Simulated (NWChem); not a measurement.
# One shape, several levels: C3H9BO (SMILES CBOCC)

Aim: a comparison of 3 runs (HF/STO-3G, HF/3-21G, B3LYP/6-31G*) of C3H9BO. 

Program for the calculation: NWChem 7.3.0.

## Step 1: The molecule

C3H9BO has 14 atoms, charge 0, and is taken as a singlet. SMILES: `CBOCC`. Geometry: relaxed at PBE0-D4/def2-TZVP. This is one conformer, not always the lowest.

Bond lengths: C1–B2 1.561 Å, B2–O3 1.347 Å, O3–C4 1.418 Å, C4–C5 1.509 Å, C1–H6 1.096 Å, C1–H7 1.096 Å, C1–H8 1.091 Å, B2–H9 1.208 Å, C4–H10 1.096 Å, C4–H11 1.094 Å, C5–H12 1.093 Å, C5–H13 1.092 Å, C5–H14 1.092 Å. Some angles: C1–B2–O3 119.7°, B2–O3–C4 122.3°, O3–C4–C5 110.3°, C1–B2–H9 121.9°, O3–B2–H9 118.4°, B2–C1–H6 110.2°, B2–C1–H7 110.2°, B2–C1–H8 113.4°, O3–C4–H10 109.7°, O3–C4–H11 107.2°.

## Step 2: Energy and gradient at HF/STO-3G (run 1)

c3h9bo.nw

```
start c3h9bo
title "C3H9BO hf"
memory 2200 mb

geometry noautosym nocenter noautoz
  C     -1.731500    -1.133100     1.477500
  B     -0.364100    -0.847100     0.781400
  O     -0.338200    -0.189700    -0.394400
  C      0.873600     0.114200    -1.065700
  C      1.096300     1.606600    -1.096500
  H     -1.742800    -0.697200     2.482800
  H     -1.861100    -2.210900     1.626900
  H     -2.589100    -0.751400     0.920600
  H      0.685200    -1.199800     1.265900
  H      1.707400    -0.396400    -0.571200
  H      0.787500    -0.281000    -2.082100
  H      1.999600     1.842400    -1.664200
  H      0.251000     2.112200    -1.567300
  H      1.213300     2.002000    -0.085000
end

basis "ao basis" spherical bse
  * library STO-3G
end

scf
  thresh 1e-08
  maxiter 80
end

task scf gradient
```

Launch:

```
$ nwchem c3h9bo.nw > c3h9bo.out
```

Standard output:

```text
[...]
  functions       =    34
[...]
  wavefunction    = RHF
[...]
         Total SCF energy =   -215.743175950672
      One-electron energy =   -629.312437047605
      Two-electron energy =    244.287764039772
 Nuclear repulsion energy =    169.281497057161
        Time for solution =      2.7s
[...]
                         RHF ENERGY GRADIENTS
    atom               coordinates                        gradient
                 x          y          z           x          y          z
   1 C      -3.272061  -2.141249   2.792070    0.013627   0.006891  -0.013725
   2 B      -0.688049  -1.600787   1.476632   -0.038106  -0.005215   0.013926
   3 O      -0.639105  -0.358481  -0.745308    0.020753   0.010052  -0.021336
   4 C       1.650865   0.215807  -2.013881   -0.004638   0.028018  -0.002288
   5 C       2.071707   3.036034  -2.072085   -0.007458  -0.032852   0.001812
   6 H      -3.293414  -1.317517   4.691812    0.000764   0.001135   0.008912
   7 H      -3.516969  -4.177995   3.074395    0.000093  -0.008267   0.003540
   8 H      -4.892690  -1.419940   1.739682   -0.005557   0.002793  -0.004199
   9 H       1.294840  -2.267293   2.392204    0.024107  -0.005956   0.007479
  10 H       3.226518  -0.749087  -1.079411   -0.002971  -0.002328   0.003315
  11 H       1.488159  -0.531013  -3.934598   -0.002199  -0.000413   0.002818
[...]
```

Wall time 3.9 s (1 thread of Intel Xeon Platinum 8488C (Sapphire Rapids), shared host); peak memory 0.098 GiB.

## Step 3: Energy and forces at HF/3-21G (run 2)

c3h9bo.nw

```
start c3h9bo
title "C3H9BO gradient"
memory 2200 mb

geometry units angstrom noautosym nocenter noautoz
  C    -1.731500   -1.133100    1.477500
  B    -0.364100   -0.847100    0.781400
  O    -0.338200   -0.189700   -0.394400
  C     0.873600    0.114200   -1.065700
  C     1.096300    1.606600   -1.096500
  H    -1.742800   -0.697200    2.482800
  H    -1.861100   -2.210900    1.626900
  H    -2.589100   -0.751400    0.920600
  H     0.685200   -1.199800    1.265900
  H     1.707400   -0.396400   -0.571200
  H     0.787500   -0.281000   -2.082100
  H     1.999600    1.842400   -1.664200
  H     0.251000    2.112200   -1.567300
  H     1.213300    2.002000   -0.085000
end

basis spherical bse
  * library 3-21G
end

scf
  thresh 1e-08
  maxiter 80
end

task scf gradient
```

Launch:

```
$ nwchem c3h9bo.nw > c3h9bo.out
```

Standard output:

```text
[...]
  functions       =    63
[...]
  wavefunction    = RHF
[...]
         Total SCF energy =   -217.237392866353
      One-electron energy =   -629.360524838947
      Two-electron energy =    242.841634915433
 Nuclear repulsion energy =    169.281497057161
        Time for solution =      3.6s
[...]
                         RHF ENERGY GRADIENTS
    atom               coordinates                        gradient
                 x          y          z           x          y          z
   1 C      -3.272061  -2.141249   2.792070    0.007004   0.004405  -0.008598
   2 B      -0.688049  -1.600787   1.476632    0.002744   0.009928  -0.018650
   3 O      -0.639105  -0.358481  -0.745308    0.006232  -0.005857   0.006702
   4 C       1.650865   0.215807  -2.013881   -0.019355   0.010599   0.021485
   5 C       2.071707   3.036034  -2.072085   -0.003160  -0.016293   0.000487
   6 H      -3.293414  -1.317517   4.691812    0.001191   0.000878   0.003235
   7 H      -3.516969  -4.177995   3.074395    0.000873  -0.003334   0.000841
   8 H      -4.892690  -1.419940   1.739682   -0.004847   0.001576  -0.002121
   9 H       1.294840  -2.267293   2.392204    0.004160  -0.000686   0.000646
  10 H       3.226518  -0.749087  -1.079411    0.005451  -0.005040   0.004418
  11 H       1.488159  -0.531013  -3.934598   -0.001652  -0.003560  -0.007351
[...]
```

It took 5.1 s on 1 thread of Intel Xeon Platinum 8488C (Sapphire Rapids), shared host; peak memory 0.098 GiB.

## Step 4: Energy and gradient at B3LYP/6-31G(d) (Cartesian functions) (run 3)

struct.xyz

```xyz
14

C     -1.731500    -1.133100     1.477500
B     -0.364100    -0.847100     0.781400
O     -0.338200    -0.189700    -0.394400
C      0.873600     0.114200    -1.065700
C      1.096300     1.606600    -1.096500
H     -1.742800    -0.697200     2.482800
H     -1.861100    -2.210900     1.626900
H     -2.589100    -0.751400     0.920600
H      0.685200    -1.199800     1.265900
H      1.707400    -0.396400    -0.571200
H      0.787500    -0.281000    -2.082100
H      1.999600     1.842400    -1.664200
H      0.251000     2.112200    -1.567300
H      1.213300     2.002000    -0.085000
```

run.py

```python
from ase.io import read
from ase.calculators.nwchem import NWChem

atoms = read('struct.xyz')

calc = NWChem(
    label='struct',
    theory='dft',
    memory='2200 mb',
    basis='6-31G*',
    dft={'xc': 'b3lyp', 'mult': '1', 'grid': 'fine', 'convergence': 'energy 1e-08', 'iterations': '100', 'mulliken': None},
)
atoms.calc = calc

forces = atoms.get_forces()
e = atoms.get_potential_energy()
print(f"E = {e:.6f} eV")
print("forces (eV/A):")
for s, f in zip(atoms.symbols, forces):
    print(f"{s:2s} {f[0]:10.5f} {f[1]:10.5f} {f[2]:10.5f}")
print("dipole (e A):", atoms.get_dipole_moment().round(4))
```

Launch:

```
$ export ASE_NWCHEM_COMMAND="nwchem PREFIX.nwi > PREFIX.nwo"
$ python run.py
```

Standard output:

```text
E = -5982.816171 eV
forces (eV/A):
C    -0.07127   -0.03528    0.07132
B     0.17329   -0.08269    0.12305
O    -0.27274    0.02139   -0.02916
C     0.21186   -0.18610   -0.13046
C     0.04849    0.22585   -0.02710
H    -0.02432    0.05122    0.10927
H    -0.03805   -0.11668    0.01471
H    -0.10228    0.03476   -0.04751
H    -0.02700   -0.00540    0.00998
H     0.07739   -0.03348    0.00257
H     0.00180   -0.04247   -0.09714
H     0.09770    0.04510   -0.06001
H    -0.08531    0.06752   -0.04083
H     0.01044    0.05626    0.10130
dipole (e A): [ 0.1928  0.0806 -0.1148]
```

The calculator wrote struct.nwi:

```
title "struct"

permanent_dir struct

scratch_dir struct

start struct

geometry units angstrom nocenter noautosym noautoz
  C  -1.7315000000000000e+00 -1.1331000000000000e+00 1.4775000000000000e+00
  B  -3.6409999999999998e-01 -8.4709999999999996e-01 7.8139999999999998e-01
  O  -3.3820000000000000e-01 -1.8970000000000001e-01 -3.9439999999999997e-01
  C  8.7360000000000004e-01 1.1420000000000000e-01 -1.0657000000000001e+00
  C  1.0963000000000001e+00 1.6066000000000000e+00 -1.0965000000000000e+00
  H  -1.7427999999999999e+00 -6.9720000000000004e-01 2.4828000000000001e+00
  H  -1.8611000000000000e+00 -2.2109000000000001e+00 1.6269000000000000e+00
  H  -2.5891000000000002e+00 -7.5139999999999996e-01 9.2059999999999997e-01
  H  6.8520000000000003e-01 -1.1998000000000000e+00 1.2659000000000000e+00
  H  1.7074000000000000e+00 -3.9639999999999997e-01 -5.7120000000000004e-01
  H  7.8749999999999998e-01 -2.8100000000000003e-01 -2.0821000000000001e+00
  H  1.9996000000000000e+00 1.8424000000000000e+00 -1.6641999999999999e+00
  H  2.5100000000000000e-01 2.1122000000000001e+00 -1.5672999999999999e+00
  H  1.2133000000000000e+00 2.0019999999999998e+00 -8.5000000000000006e-02
end

memory 2200 mb

basis noprint
   * library 6-31G*
end

dft
  xc b3lyp
  mult 1
  grid fine
  convergence energy 1e-08
  iterations 100
  mulliken
end

task dft gradient
```

struct.nwo:

```text
Northwest Computational Chemistry Package (NWChem) 7.3.0
             --------------------------------------------------------

           Job information
           ---------------

    nwchem branch   = 7.3.0
    use scalapack   = T
    input           = struct.nwi
    prefix          = struct.
    data base       = struct/struct.db
    status          = startup
    nproc           =        1

           Memory information
           ------------------

[... 5 lines left out ...]
    hardfail = no
[... 116 lines left out ...]
  convergence criterion.
[... 43 lines left out ...]
          Spatial weights used:  Erf1
[... 32 lines left out ...]
 1-e energy   =    -626.900715
[... 43 lines left out ...]
           Coulomb energy =      274.890158676537
[... 719 lines left out ...]
          Convergence on density requested:  1.00D-05
[... 29 lines left out ...]
          total energy or number of iterations.
[... 36 lines left out ...]
                 ----------------------------------------
                 |  Time  |  1-e(secs)   |  2-e(secs)   |
                 ----------------------------------------
                 |  CPU   |       0.01   |       2.74   |
                 ----------------------------------------
                 |  WALL  |       0.01   |       2.74   |
                 ----------------------------------------

 Task  times  cpu:       30.5s     wall:       30.5s
 Total times  cpu:       30.6s     wall:       30.6s
```

Run time: 32 s. Hardware: 1 thread of Intel Xeon Platinum 8488C (Sapphire Rapids), shared host; peak memory 0.13 GiB.

## Step 5: The series

```
run                               level  Cartesian functions  iteration cap  energy (Eh)  dipole moment (D)  HOMO energy (eV)  LUMO energy (eV)  wall time
  1                           HF/STO-3G                   no             80  -215.743176               1.31             -9.88              8.72      3.9 s
  2                            HF/3-21G                   no             80  -217.237393               1.52            -11.72              4.66      5.1 s
  3  B3LYP/6-31G* (Cartesian functions)                  yes            100  -219.864441               1.15             -7.84              0.60       32 s
```

## Step 6: Outcome

| quantity | value |
| --- | --- |
| run 3: total energy | -219.86444 Eh |
| run 3: dipole moment | 1.15 D |
| run 3: HOMO energy | -7.84 eV |
| run 3: LUMO energy | 0.60 eV |
| run 3: HOMO–LUMO gap | 8.44 eV |
| run 3: largest force on an atom | 0.311 eV/Å |

**Reading.** The dipole moment (its size) runs from 1.15 D (B3LYP/6-31G*) to 1.52 D (HF/3-21G). The two ends differ in method and basis. The HOMO–LUMO gap runs from 8.44 eV (B3LYP/6-31G*) to 18.59 eV (HF/STO-3G). In run 1 the basis is minimal, so the values are rough. All runs together took 41 s, the longest 32 s.
